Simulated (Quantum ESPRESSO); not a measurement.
Crystal: AlSn.

```xyz
2
Lattice="4.1981 0.0000 0.0000 -2.0991 3.6357 0.0000 0.0000 0.0000 3.3068" Properties=species:S:1:pos:R:3 pbc="T T T"
Sn    0.0000    2.4238    1.6534
Al    0.0000    0.0000    0.0000
```

The cell comes from a database or a generator and needn't be the stable form of this composition.

| Property | Result |
| --- | --- |
| Program | Quantum ESPRESSO 7.5 |
| Task | single point |
| Functional | PBEsol |
| Potentials or basis | GBRV 1.5 PBEsol |
| Cutoff | 925 eV |
| Density cutoff | 7401 eV |
| k mesh | 7 × 7 × 8 |
| Occupations | fermi-dirac, width 0.05 eV |
| Spin | no spin polarisation |

On this cell: pressure -2.0 GPa; largest force under 0.003 eV/Å; band gap on the k mesh none (metal or under the smearing width).

The same run follows on a disturbed copy (atoms moved at random, drawn with an rms of 0.05 Å):

```xyz
2
Lattice="4.1981 0.0000 0.0000 -2.0991 3.6357 0.0000 0.0000 0.0000 3.3068" Properties=species:S:1:pos:R:3 pbc="T T T"
Sn    0.0049    2.4017    1.6397
Al    0.0147    0.0155   -0.0180
```

**Question.** What changes?

**Answer.** The energy (extrapolated to zero smearing) moves by +1.4 meV/atom; pressure -2.0 GPa; largest force 0.143 eV/Å; band gap on the k mesh none (metal or under the smearing width).

Forces on the atoms (eV/Å):
```
Sn   0.032  0.139 -0.007
Al  -0.032 -0.139  0.007
```

Stress tensor (GPa, compression positive):
```
-2.40 -0.10  0.00
-0.10 -1.61 -0.01
 0.00 -0.01 -1.87
```
